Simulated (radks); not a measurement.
**Taking charge from the 5s level of Cs⁺ in fractions**

What happens to E and to the 5s eigenvalue of Cs⁺ when a fraction of an electron is removed? The exact functional would give straight lines between whole numbers for a frontier level.

The numbers are computed with radks (a radial shooting solver on a logarithmic mesh, Libxc functionals) version 1 (scalar-relativistic Kohn-Sham, PBE, spin-polarised, spherical densities, point nucleus), except any that are marked as measured or tabulated.

## Step 1: The system

| Property | Result |
| --- | --- |
| element | caesium (Z = 55) |
| charge | +1 |
| electrons | 54 |
| configuration | [Kr] 4d10 5s(up 1, down 1) 5p6 |

A shell typed twice in an input gives spin up, then spin down.

## Step 2: Start: [Kr] 4d10 5s(up 1, down 1) 5p6

Input:

```text
Z 55
configuration [Kr] 4d10 5s1 5s1 5p6
relativity scalar-relativistic
functional pbe,pbe
spin polarised
nucleus point
c 137.035999084
```

## Step 3: 0.1 electron removed from 5s

Input:

```text
Z 55
configuration [Kr] 4d10 5s1 5s0.9 5p6
relativity scalar-relativistic
functional pbe,pbe
spin polarised
nucleus point
c 137.035999084
```

## Step 4: 0.2 electron removed from 5s

Input:

```text
Z 55
configuration [Kr] 4d10 5s1 5s0.8 5p6
relativity scalar-relativistic
functional pbe,pbe
spin polarised
nucleus point
c 137.035999084
```

## Step 5: 0.3 electron removed from 5s

Input:

```text
Z 55
configuration [Kr] 4d10 5s1 5s0.7 5p6
relativity scalar-relativistic
functional pbe,pbe
spin polarised
nucleus point
c 137.035999084
```

## Step 6: 0.4 electron removed from 5s

Input:

```text
Z 55
configuration [Kr] 4d10 5s1 5s0.6 5p6
relativity scalar-relativistic
functional pbe,pbe
spin polarised
nucleus point
c 137.035999084
```

## Step 7: 0.5 electron removed from 5s

Input:

```text
Z 55
configuration [Kr] 4d10 5s1 5s0.5 5p6
relativity scalar-relativistic
functional pbe,pbe
spin polarised
nucleus point
c 137.035999084
```

## Step 8: 0.6 electron removed from 5s

Input:

```text
Z 55
configuration [Kr] 4d10 5s1 5s0.4 5p6
relativity scalar-relativistic
functional pbe,pbe
spin polarised
nucleus point
c 137.035999084
```

## Step 9: 0.7 electron removed from 5s

Input:

```text
Z 55
configuration [Kr] 4d10 5s1 5s0.3 5p6
relativity scalar-relativistic
functional pbe,pbe
spin polarised
nucleus point
c 137.035999084
```

## Step 10: 0.8 electron removed from 5s

Input:

```text
Z 55
configuration [Kr] 4d10 5s1 5s0.2 5p6
relativity scalar-relativistic
functional pbe,pbe
spin polarised
nucleus point
c 137.035999084
```

## Step 11: 0.9 electron removed from 5s

Input:

```text
Z 55
configuration [Kr] 4d10 5s1 5s0.1 5p6
relativity scalar-relativistic
functional pbe,pbe
spin polarised
nucleus point
c 137.035999084
```

## Step 12: 1 electron removed from 5s

Input:

```text
Z 55
configuration [Kr] 4d10 5s1 5s0 5p6
relativity scalar-relativistic
functional pbe,pbe
spin polarised
nucleus point
c 137.035999084
```

Q: Predict the outcome of this session. Wanted: for each run, removed; E − E(0); eigenvalue; E minus straight line.

The runs gave:

| removed (e) | E − E(0) (eV) | eigenvalue (eV) | E minus straight line (eV) |
| --- | --- | --- | --- |
| 0 | 0.000 | -31.938 | 0.000 |
| 0.1 | 3.246 | -33.002 | -0.488 |
| 0.2 | 6.599 | -34.073 | -0.870 |
| 0.3 | 10.060 | -35.151 | -1.144 |
| 0.4 | 13.628 | -36.236 | -1.311 |
| 0.5 | 17.306 | -37.328 | -1.368 |
| 0.6 | 21.092 | -38.426 | -1.316 |
| 0.7 | 24.989 | -39.531 | -1.154 |
| 0.8 | 28.997 | -40.641 | -0.881 |
| 0.9 | 33.116 | -41.758 | -0.496 |
| 1 | 37.347 | -42.880 | 0.000 |

Removing the whole electron costs 37.347 eV, against 31.938 eV from minus the starting eigenvalue. Slater's transition state, half an electron removed, gives 37.328 eV. The trapezoid integral of minus the eigenvalue gives 37.355 eV over the range, against 37.347 eV from the energies (Janak's theorem; approximate here, since the scalar-relativistic density holds large components alone). The eigenvalue moves by 10.9 eV per electron. E bends below the straight line by 1.37 eV at 0.5 electron removed.
